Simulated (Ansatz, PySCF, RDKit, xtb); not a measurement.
**Solving Al2BNF, step by step**

Task: start from the formula Al2BNF (odd number of electrons), draw up candidate structures, narrow them down in stages, and characterise the one that lies lowest at 298.15 K.

The funnel: GFN2-xTB relaxations, single points with a density functional, relaxations at r2SCAN-D4/def2-SVP, harmonic vibrations, and a last energy at a higher level. All values are calculated.

1 further run of the same task is left out (set aside as unsound or not needed).

## 1. Candidates

A program enumerates the bonding patterns with one Lewis structure each (two rings at most, one unusual centre or charged pair), with their diastereomers. O–O, O–halogen and N–halogen bonds and N–N–N chains are not drawn. That gives 35 candidates, of which 1 could not be built in three dimensions.

c077 F[B][Al]1[N-][Al+]1; c087 [B]=[N][Al]([F])[Al]; c125 [F][Al]1[N]=[B][Al]1; c138 F[B@-]12[N][Al]1[Al+]2; c151 [N]=[B][Al]([F])[Al]; c153 F/B=[N]\[Al][Al]; c205 [F][Al]1[B][Al+][N-]1; c217 [B][Al]1[N][Al]1[F]; c261 [F][Al][Al]1[B]=[N]1; c282 F[B]1[Al][N-][Al+]1; c367 F[B]1[N@]2[Al][Al]12; c386 [F][Al@-]12[B]=[N+]1[Al]2; c418 [F][Al@-]12[B+][Al]1[N]2; c435 [F][Al]1[N][B]1[Al]; c523 [F][Al][b-]1[n][Al+]1; c539 N#[B-][Al+][Al][F]; c543 [F][Al]1[B]2[N][Al]21; c573 [N]=[B-]1[Al+][Al]1[F]; c580 F[B@-]12[Al][N@@]1[Al+]2; c584 F[B]1[Al][N@]1[Al]; c628 F[B-]1=[N][Al][Al+]1; c696 [F][Al@-]12[N][B]1[Al+]2; c729 F[B]1[Al]2[N][Al]12; c733 [F][Al]1[B][N@]1[Al]; c737 [F][Al]/[N]=[B]\[Al]; c759 [F][Al]/[B]=[N]\[Al]; c802 F/B=[N]/[Al][Al]; c806 [F][Al]/[B]=[N]/[Al]; c818 F[B]1[N][Al]1[Al]; c849 [F][Al]1[N@]2[B][Al]21; c853 [F][Al]1[B]2[Al][N@@]21; c967 [F][Al]/[N]=[B]/[Al]; c988 [F][Al]1[B]=[N][Al]1; c996 [B][N@]1[Al][Al]1[F].

Candidates are built by distance geometry, with a force field where one applies, in up to four conformers (letters a to d). 4 starts with atoms placed at random are added, to find patterns that the rules miss.

**Question.** With final energies at CCSD(T)/def2-SVP, which structure will this search put lowest in free energy, and by what margin?

| quantity | value |
| --- | --- |
| lowest structure found | [F][Al][B][N][Al], doublet, Cs |
| next finalist | [F][Al]/[N]=[B]/[Al], doublet, 10.7 kcal/mol higher in G |
| share at equilibrium, among the finalists | 100.0 % |
| harmonic wavenumbers, lowest and highest (r2SCAN-D4/def2-SVP) | 56 and 1892 cm⁻¹ |
| rotational constants, same geometry | 0.8972, 0.02901, 0.02811 cm⁻¹ |
| dipole moment (PBE0/def2-TZVPD) | 1.48 D |
| HOMO energy (highest over α and β) (PBE0/def2-TZVPD) | -6.20 eV |
| LUMO energy (lowest over α and β) (PBE0/def2-TZVPD) | -2.86 eV |
| lowest excitation (TD-CAM-B3LYP/def2-SVPD) | 2.23 eV (f = 0.020) |
| strongest of the states computed, same level | 3.72 eV (f = 0.055) |
| vertical ionisation energy (to the singlet cation) | 8.07 eV |
| vertical electron affinity | 1.36 eV |
| vertical quartet less doublet | +2.47 eV |

The search ends on `[F][Al][B][N][Al]`. Among the finalists first place is clear (10.7 kcal/mol); structures outside the list aren't covered. r2SCAN-D4/def2-SVP, r2SCAN-D4/def2-SVP, relaxed, HF/def2-SVP and MP2/def2-SVP already put its bonding pattern lowest among the structures in one piece. A large T1 diagnostic among the finalists warns that one reference determinant may not suffice. It concerns: the finalist [F][Al]/[N]=[B]/[Al] (doublet). The stability test raises a flag; for an open shell a flag towards a general spinor solution can be the free rotation of the spin. Lowest found is not proven lowest: the search is finite, and each finalist counts with one conformer.
